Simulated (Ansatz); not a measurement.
**B3H3O3 (SMILES B1OBOBO1) at HF/3-21G**

What is the electronic atomisation energy of B3H3O3 at HF/3-21G? 

The results are computed with Ansatz 0.2.0.

53 further runs of the same task are left out: 3 that didn't finish, 50 set aside as unsound or not needed.

### 1 Starting point

The species is B3H3O3 (9 atoms), meant as a singlet with charge 0. As SMILES, `B1OBOBO1`. The shape is that of a PBE0-D4/def2-TZVP optimisation. This is one conformer, not always the lowest.

Bond lengths: B1–O2 1.372 Å, O2–B3 1.372 Å, B3–O4 1.372 Å, O4–B5 1.372 Å, B1–O6 1.372 Å, B5–O6 1.372 Å, B1–H7 1.190 Å, B3–H8 1.190 Å, B5–H9 1.190 Å. Some angles: B1–O2–B3 120.3°, O2–B1–O6 119.7°, O2–B3–O4 119.7°, B3–O4–B5 120.3°, O4–B5–O6 119.7°, B1–O6–B5 120.3°, O2–B1–H7 120.2°, O6–B1–H7 120.2°, O2–B3–H8 120.2°, O4–B3–H8 120.2°.

### 2 A single-point energy at HF/3-21G

input.yaml reads:

```yaml
crystal:
  periodic: [false, false, false]
  atoms:
    - {symbol: B, position_ang: [1.301600, 0.115800, -0.424700]}
    - {symbol: O, position_ang: [0.612800, -1.053500, -0.624800]}
    - {symbol: B, position_ang: [-0.686900, -1.172700, -0.202300]}
    - {symbol: O, position_ang: [-1.297400, -0.115400, 0.423200]}
    - {symbol: B, position_ang: [-0.614800, 1.056900, 0.626900]}
    - {symbol: O, position_ang: [0.684600, 1.168900, 0.201600]}
    - {symbol: H, position_ang: [2.429300, 0.216200, -0.792600]}
    - {symbol: H, position_ang: [-1.281900, -2.188700, -0.377500]}
    - {symbol: H, position_ang: [-1.147300, 1.972500, 1.170100]}
basis:
  gaussian:
    orbitals: 3-21G.json
hamiltonian:
  xc: hf
accuracy: high
output: {orbitals: {seedname: orbitals}}
```

The basis set 3-21G is read from a file made from the Basis Set Exchange's data (not shown).

Started as:

```console
$ ansatz run input.yaml --threads 1 --pin off --max-ram 3480MiB --events-out events.jsonl --progress --plain --runs-dir runs
```

What it wrote:

```text
Warning: RAYON_NUM_THREADS=1 ignored (pool sized by the plan → 1); use --threads N
Functional definition: HF
  name "HF"
  exchange = exact_x
  correlation = 0
1435 factors; integrals over basis functions are off by at most 3.2e-9 eV
mean field evaluation 1: about -8133.4974 eV, gradient 4.1e1 eV
mean field evaluation 2: about -8133.8576 eV, gradient 4.2e1 eV
mean field evaluation 4: about -8137.4993 eV, gradient 2.7e0 eV
mean field evaluation 8: about -8137.5497 eV, gradient 7.0e-2 eV
mean field evaluation 16: about -8137.5497 eV, gradient 1.8e-8 eV
mean field -8137.54972993 eV, -299.0494367456 hartree, gradient 1.8e-8 eV, S^2 0.000000; 0 other end points of the search recorded, 0 dependent functions left out
reference -8137.54972993 eV, -299.0494367456 hartree; 21, 21 occupied and 39, 39 virtual orbitals, 1435 factors
Total energy: -8137.54972993 eV, -299.0494367456 hartree
```

Wall time 0.87 s (1 thread of Arm Neoverse V1, shared host); peak memory 0.14 GiB.

### 3 The B atom

molecule.yaml reads:

```yaml
crystal:
  periodic: [false, false, false]
  atoms:
    - {symbol: B, position_ang: [0.000000, 0.000000, 0.000000]}
basis:
  gaussian: {orbitals: 3-21G.json}
magnetization: {spin_polarized: true, initial_magnetization: 1}
hamiltonian: {xc: hf}
accuracy: high
```

The basis set 3-21G is read from a file made from the Basis Set Exchange's data (not shown).

Run the same way, it converges to -24.38976 Eh (log not shown).

### 4 The H atom

run.yaml reads:

```yaml
crystal:
  periodic: [false, false, false]
  atoms:
    - {symbol: H, position_ang: [0.000000, 0.000000, 0.000000]}
basis:
  gaussian: {orbitals: 3-21G.json}
hamiltonian: {xc: hf}
magnetization: {spin_polarized: true, initial_magnetization: 1}
accuracy: high
```

The basis set 3-21G is read from a file made from the Basis Set Exchange's data (not shown).

Run the same way, it converges to -0.49620 Eh (log not shown).

### 5 The O atom at the same level

input.yaml reads:

```yaml
crystal:
  periodic: [false, false, false]
  atoms:
    - {symbol: O, position_ang: [0.000000, 0.000000, 0.000000]}
basis:
  gaussian:
    orbitals: 3-21G.json
accuracy: high
hamiltonian:
  xc: hf
magnetization:
  spin_polarized: true
  initial_magnetization: 2
```

The basis set 3-21G is read from a file made from the Basis Set Exchange's data (not shown).

Run the same way, it converges to -74.39366 Eh (log not shown).

### 6 What came out

At HF/3-21G:

| quantity | value |
| --- | --- |
| molecule: total energy | -299.04944 Eh |
| molecule: HOMO energy | -13.52 eV |
| molecule: LUMO energy | 3.57 eV |
| molecule: HOMO–LUMO gap | 17.09 eV |
| B atom: total energy | -24.38976 Eh |
| B atom: ⟨S²⟩ | 0.750 |
| H atom: total energy | -0.49620 Eh |
| H atom: ⟨S²⟩ | 0.750 |
| O atom: total energy | -74.39366 Eh |
| O atom: ⟨S²⟩ | 2.001 |
| electronic atomisation energy | 32.942 eV |

In words: Taking the molecule apart into free atoms costs 32.94 eV (3178 kJ/mol), before zero-point energy and without spin-orbit coupling. Hartree–Fock lacks the correlation of the bonding pairs, which as a rule makes this value much too low; in minimal bases other errors can mask that. The basis has no polarisation functions, which makes bonds too weak.
